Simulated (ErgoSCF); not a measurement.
# InH2O (SMILES [OH][InH]), run twice

Aim: the energy of InH2O at UKT3/3-21G.

The calculation is run with ErgoSCF 3.8.

9 further runs of the same task are left out: 9 set aside as unsound or not needed. Runs told in other sessions of the task aren't counted.

### Step 1. The system as given

InH2O has 4 atoms, charge 0, and is taken as a doublet. As SMILES, `[OH][InH]`. The coordinates come from a PBE0-D4/def2-TZVP relaxation.

Bond lengths: O1–In2 2.003 Å, O1–H3 0.960 Å, In2–H4 1.767 Å. Angles: O1–In2–H4 113.8°, In2–O1–H3 115.0°.

### Step 2. Try one

Contents of input.ego:

```
# single point, H2InO
set_nthreads(1)
XC.type = "Turbo"
scf.convergence_threshold = 1e-06
scf.max_number_of_iterations = 4
scf.output_mulliken_pop = 1
spin_polarization = 1
tmpdir = "."
basis = "3-21G"
molecule_inline
O     -0.56389428    -1.92865448     0.55746921
In     1.06561656     1.41086952    -0.16724076
H      0.44748715    -3.07911975     1.52897741
H     -0.84414066     3.48276525    -1.95775627
EOF
run "KT3"
```

The basis set 3-21G is read from a file made from the Basis Set Exchange's data (not shown).

Command:

```bash
$ ergo input.ego
```

What it wrote:

```text
INMA ERGO version 3.8
INMA reading input from file input.ego
INMA  type := Turbo
INMA  convergence_threshold := 1e-06
INMA  max_number_of_iterations := 4
INMA  output_mulliken_pop := 1
INMA  spin_polarization := 1
INMA  basis := 3-21G
INMA Basis really set to 3-21G
INMA O (charge=8.0) -0.563894 -1.928654 0.557469
INMA In (charge=49.0) 1.065617 1.410870 -0.167241
INMA H (charge=1.0) 0.447487 -3.079120 1.528977
INMA H (charge=1.0) -0.844141 3.482765 -1.957756
INMA running KT3
INDF      This is a DFT calculation of type: KT3
INDF Weighted mixed functional:
INDF                      OPTX:   -0.92545
INDF                       LYP:    0.86441
INDF                        KT:   -0.00400
INDF                    Slater:    1.09200
INMA Running KT3
INSC SCF_general constructor, number of basis functions: 44
INSC Min internuclear distance:      1.81392 a.u.  =      0.95988 Angstrom
INSC Max internuclear distance:      7.54214 a.u.  =      3.99113 Angstrom
INSC Euclidean norm of overlap matrix =          3.21303744792  (acc 1.49e-08)
INSC Euclidean norm of invCholFactor after truncation =          3.10735525222
INSC Beginning of SCF cycle 1
INDF Grid for charge 8: 34 radial points, 5768 total, r=14.826495
INDF Grid for charge 49: 49 radial points, 18074 total, r=16.267036
INDF Grid for charge 1: 29 radial points, 2902 total, r=12.621360
INDF Generating Turbo grid Radint = 5e-09 AngInt: [ 6 29 ]
INDF Grid pruned from 29646 to 29283 grid points.
INDF Electrons:  59.0000343   6e-07:  U-xc energy -118.753538 (serial)
INSC nuclearEnergy, energy_2el, energy = 134.226961, 1340.296406, -4751.193301
INSC Energy   1 =      -4751.19330057465
INSC maxabs FDS-SDF (alpha) is      155
INSC maxabs FDS-SDF (beta ) is      150
INDE PURIFICATION CONVERGED after 36 iterations
INDE E(LUMO) - E(HOMO) >=          0.25120761944 =          6.83570759313 eV
INDE E(LUMO) - E(HOMO) <=          0.28949126328 =          7.87745861765 eV
INDE PURIFICATION CONVERGED after 43 iterations
INDE E(LUMO) - E(HOMO) >=          0.06829705873 =          1.85845765339 eV
INDE E(LUMO) - E(HOMO) <=          0.07618821471 =          2.07318694766 eV
INSC <S2>_exact =   0.750, <S2> =          0.75000016215
INSC Beginning of SCF cycle 2
INDF Electrons:  59.0000129   2e-07:  U-xc energy -180.821900 (serial)
INSC nuclearEnergy, energy_2el, energy = 134.226961, 2364.687592, -5790.917962
INSC Energy   2 =      -5790.91796246643
INSC maxabs FDS-SDF (alpha) is    0.205
INSC maxabs FDS-SDF (beta ) is      0.2
INSC using DIIS to get combined Fock matrix, number of iters used for DIIS:  2
INDE PURIFICATION CONVERGED after 32 iterations
INDE E(LUMO) - E(HOMO) >=          0.27427532360 =          7.46341180389 eV
INDE E(LUMO) - E(HOMO) <=          0.30191598223 =          8.21555244565 eV
INDE PURIFICATION CONVERGED after 33 iterations
INDE E(LUMO) - E(HOMO) >=          0.32711025663 =          8.90112358068 eV
INDE E(LUMO) - E(HOMO) <=          0.37676681382 =         10.25234734442 eV
INSC <S2>_exact =   0.750, <S2> =          0.75001495853
INSC Beginning of SCF cycle 3
INDF Electrons:  59.0000451   8e-07:  U-xc energy -178.891899 (serial)
INSC nuclearEnergy, energy_2el, energy = 134.226961, 2073.433823, -5730.219801
INSC Energy   3 =      -5730.21980059518  ( diff     60.698161871247066 )
INSC maxabs FDS-SDF (alpha) is    0.587
INSC maxabs FDS-SDF (beta ) is    0.686
INSC restarting DIIS because energy did not improve.
INSC mixing best Fock matrix so far with next one, stepLength =   0.400000
INDE PURIFICATION CONVERGED after 42 iterations
INDE E(LUMO) - E(HOMO) >=          0.05684173793 =          1.54674249307 eV
INDE E(LUMO) - E(HOMO) <=          0.06434721705 =          1.75097698541 eV
INDE PURIFICATION CONVERGED after 31 iterations
INDE E(LUMO) - E(HOMO) >=          0.49403447764 =         13.44336305426 eV
INDE E(LUMO) - E(HOMO) <=          0.62007627862 =         16.87313520029 eV
INSC <S2>_exact =   0.750, <S2> =          0.75009984491
INSC Beginning of SCF cycle 4
INDF Electrons:  59.0000159   3e-07:  U-xc energy -181.828252 (serial)
INSC nuclearEnergy, energy_2el, energy = 134.226961, 2377.744135, -5801.905411
INSC Energy   4 =      -5801.90541128906  ( diff    -10.987448822637816 )
INSC maxabs FDS-SDF (alpha) is    0.258
INSC maxabs FDS-SDF (beta ) is    0.323
TISC Main SCF loop took      1.89 usr cpu s       0.13 sys cpu s       2.02 wall s
INSC SCF: dipole_moment_x [atomic units] =      -8.30962891
INSC SCF: dipole_moment_y [atomic units] =     -13.26246211
INSC SCF: dipole_moment_z [atomic units] =       2.03402900
INSC Sum of Mulliken charges (electrons):      59.0000000
INSC Mulliken charge of atom 0 =       3.1615276
INSC Mulliken charge of atom 1 =      -5.2480791
INSC Mulliken charge of atom 2 =       0.9232446
INSC Mulliken charge of atom 3 =       1.1633069
INSC Sum of Mulliken atomic charges:      -0.0000000
INSC Mulliken spin density of atom 0 =       0.9348143
INSC Mulliken spin density of atom 1 =       0.0105670
INSC Mulliken spin density of atom 2 =       0.0480066
INSC Mulliken spin density of atom 3 =       0.0066120
INSC Sum of Mulliken atomic spin densities:       1.0000000
```

On the terminal:

```text
Inline main molecule with 4 atoms.
```

Run time: 2.8 s. Hardware: 1 thread of Arm Neoverse N1, shared host.

### Step 3. Diagnosis

The run stopped without converging.

The cause is that the iteration cap is too low for convergence. To mend it: raise the iteration cap from 4.

### Step 4. The mended input

Contents of input.ego:

```
set_nthreads("env")
basis = "3-21G"
scf.output_mulliken_pop = 1
tmpdir = "."
spin_polarization = 1
scf.max_number_of_iterations = 80
XC.type = "Turbo"
scf.convergence_threshold = 1e-06
molecule_inline
O  -0.56389428 -1.92865448 0.55746921
In 1.06561656 1.41086952 -0.16724076
H  0.44748715 -3.07911975 1.52897741
H  -0.84414066 3.48276525 -1.95775627
EOF
run "KT3"
```

The basis set 3-21G is read from a file made from the Basis Set Exchange's data (not shown).

Command:

```bash
$ ergo input.ego
```

What it wrote:

```text
[...]
INDF Weighted mixed functional:
[...]
INSC Energy   1 =      -4751.19330057465
[...]
INDE PURIFICATION CONVERGED after 36 iterations
[...]
INDE PURIFICATION CONVERGED after 43 iterations
[...]
INDE PURIFICATION CONVERGED after 38 iterations
[...]
INDE E(LUMO) - E(HOMO) <=          0.11850473209 =          3.22467805230 eV
[...]
INSC Energy  21 =      -5809.34514995165  ( diff     -0.000000000227374 )
[...]
RESC CONVERGED after  21 iterations.
RESC FINAL ENERGY:      -5809.34514995165
RESC FINAL <S2> =          0.75316634288
[...]
INSC SCF: dipole_moment_x [atomic units] =       0.60047609
INSC SCF: dipole_moment_y [atomic units] =      -0.08301197
INSC SCF: dipole_moment_z [atomic units] =       0.31221408
[...]
```

Run time: 12 s. Hardware: 1 thread of Arm Neoverse N1, shared host.

### Step 5. Outcome

At UKT3/3-21G:

| quantity | value |
| --- | --- |
| total energy | -5809.34515 Eh |
| dipole moment | 1.73 D |
| ⟨S²⟩ | 0.753 |

Relativity is left out although the molecule holds a heavy atom.
